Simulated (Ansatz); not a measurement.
The same calculation of C3H10Si2, SMILES CC=C[SiH2][SiH3] as a Python script and as an input file (Ansatz 0.2.0, Python API).

Script `energy_c3h10si2.py`:
```python
'''Single point of C3H10Si2 in a Gaussian basis.'''

from dataclasses import dataclass
import warnings

import ansatz as az


@dataclass
class RunConfig:
    basis: str = 'def2-SVPD'


cfg = RunConfig()

warnings.simplefilter('ignore', az.DeckWarning)

mol = (
    az.Crystal.molecule()
    .atom('C', (-2.0667, 1.4322, 1.2302))
    .atom('C', (-1.3654, 0.7893, 0.1222))
    .atom('C', (-0.5723, -0.2485, 0.3091))
    .atom('Si', (0.4822, -1.129, -0.9827))
    .atom('Si', (2.6837, -0.8727, -0.6799))
    .atom('H', (-3.1907, 1.4306, 1.0245))
    .atom('H', (-1.8063, 2.5358, 1.2637))
    .atom('H', (-1.8786, 1.0491, 2.1919))
    .atom('H', (-1.5165, 1.2076, -0.8364))
    .atom('H', (-0.3891, -0.6464, 1.3457))
    .atom('H', (-0.0016, -0.6286, -2.2981))
    .atom('H', (0.0759, -2.5755, -0.9015))
    .atom('H', (3.0144, 0.5973, -0.7662))
    .atom('H', (3.4253, -1.6037, -1.6754))
    .atom('H', (3.0839, -1.3882, 0.6823))
)

model = (
    mol.calculation()
    .basis(gaussian=cfg.basis)
    .functional(az.LibraryFunctional('SVWN5'))
)
outcome = model.run(threads=1)
rep = outcome.report

print('reference energy %16.6f eV' % rep['reference_energy_ev'])
print('total energy     %16.6f eV' % rep['free_energy_ev'])
print('occupied (up, down):', rep['n_occupied'], ' virtual:', rep['n_virtual'], ' frozen:', rep['n_frozen'])

field = rep['mean_field']
print('<S^2> =', round(abs(field['state']['spin_squared']), 4), ' relativity:', field['relativity'])
print('passes:', field['passes'])
if 'symmetry' in field:
    print('occupied orbitals by irrep:', field['symmetry']['occupied'])
```

```console
$ python energy_c3h10si2.py
reference energy    -18926.789261 eV
total energy        -18926.789261 eV
occupied (up, down): [28, 28]  virtual: [160, 160]  frozen: 0
<S^2> = 0.0  relativity: none
passes: {'evaluations': 17, 'products': 12}
occupied orbitals by irrep: [{'A': 28}, {'A': 28}]
```

`input.yaml`:
```yaml
crystal:
  periodic: [false, false, false]
  atoms:
    - { symbol: C, position_ang: [-2.0667, 1.4322, 1.2302] }
    - { symbol: C, position_ang: [-1.3654, 0.7893, 0.1222] }
    - { symbol: C, position_ang: [-0.5723, -0.2485, 0.3091] }
    - { symbol: Si, position_ang: [0.4822, -1.129, -0.9827] }
    - { symbol: Si, position_ang: [2.6837, -0.8727, -0.6799] }
    - { symbol: H, position_ang: [-3.1907, 1.4306, 1.0245] }
    - { symbol: H, position_ang: [-1.8063, 2.5358, 1.2637] }
    - { symbol: H, position_ang: [-1.8786, 1.0491, 2.1919] }
    - { symbol: H, position_ang: [-1.5165, 1.2076, -0.8364] }
    - { symbol: H, position_ang: [-0.3891, -0.6464, 1.3457] }
    - { symbol: H, position_ang: [-0.0016, -0.6286, -2.2981] }
    - { symbol: H, position_ang: [0.0759, -2.5755, -0.9015] }
    - { symbol: H, position_ang: [3.0144, 0.5973, -0.7662] }
    - { symbol: H, position_ang: [3.4253, -1.6037, -1.6754] }
    - { symbol: H, position_ang: [3.0839, -1.3882, 0.6823] }
basis:
  gaussian: { orbitals: def2-SVPD }
hamiltonian:
  xc: { name: SVWN5 }
```

Launched from the shell:
```console
$ ansatz run input.yaml --threads 1 --pin off --max-ram 4096MiB --backend cpu --events-out ev --progress --plain --runs-dir out
Engine: ansatz 0.2.0, x86_64-unknown-linux-gnu
Functional definition: SVWN5
  exchange = slater_x
  correlation = vwn5_c
1603 factors; their error is unknown
mean field evaluation 1: about -18915.0030 eV, gradient 6.6e1 eV
mean field evaluation 2: about -18883.6824 eV, gradient 1.2e2 eV
mean field evaluation 4: about -18926.4303 eV, gradient 1.2e1 eV
mean field evaluation 8: about -18926.8520 eV, gradient 2.7e-1 eV
mean field evaluation 16: about -18926.7892 eV, gradient 2.5e-4 eV
mean field -18926.78920818 eV, -695.5466743620 hartree, gradient 4.9e-5 eV, S^2 0.000000; 0 other end points of the search recorded, 0 dependent functions left out
reference -18926.78926147 eV, -695.5466763205 hartree; 28, 28 occupied and 160, 160 virtual orbitals, 1603 factors
Total energy: -18926.78926147 eV, -695.5466763205 hartree
```

What to keep in mind:
- Total energies depend on the basis set; only differences at equal settings carry meaning.
- The geometry is a force-field or estimated start, not a minimum of this method, and the basis set is short of its limit.
- Run time: 2.4 s on 1 thread of Intel(R) Xeon(R) Gold 6455B (Sapphire Rapids) (shared host), peak memory 0.3 GiB.

(Lines on the test bed's own set-up are left out of the output.)
